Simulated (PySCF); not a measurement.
# Br2CoN4 ([Co(N2)2Br2]+): the cost of one run

Programs: PySCF 2.14.0, with routines of our own; each step states its level. All values are computed. Atoms count from 0.

### 1 The system as given

7 atoms, charge 1, states of the metal's open shell are computed; geometry from: model geometry, bond lengths from ionic radii.

### 2 Ligand-field states: state-averaged CASSCF

Job settings and geometry (Å):

```
{"job": {"kind": "lf", "basis": {"metal": "x2c-TZVPall", "ligand": "x2c-SVPall"}, "nevpt": true}, "charge": 1, "metal": "Co", "open_shell": "d6"}
Co     0.000000     0.000000     0.000000
N      1.102739     1.102739     1.102739
N      1.743598     1.743598     1.743598
N     -1.102739    -1.102739     1.102739
N     -1.743598    -1.743598     1.743598
Br    -1.356773     1.356773    -1.356773
Br     1.356773    -1.356773    -1.356773
```

Level: state-averaged CASSCF of the metal d shell, SC-NEVPT2 on the averaged canonical orbitals, state-interaction spin-orbit coupling.

Started as:

```bash
> OMP_NUM_THREADS=1 python lf_run.py task.json out
```

The driver reads the jobs from task.json and runs them one after another.

Q: Estimate the wall time and peak memory of this first job on 1 thread of Arm Neoverse N1, shared host.

About 44 s, with a peak of 0.43 GiB.
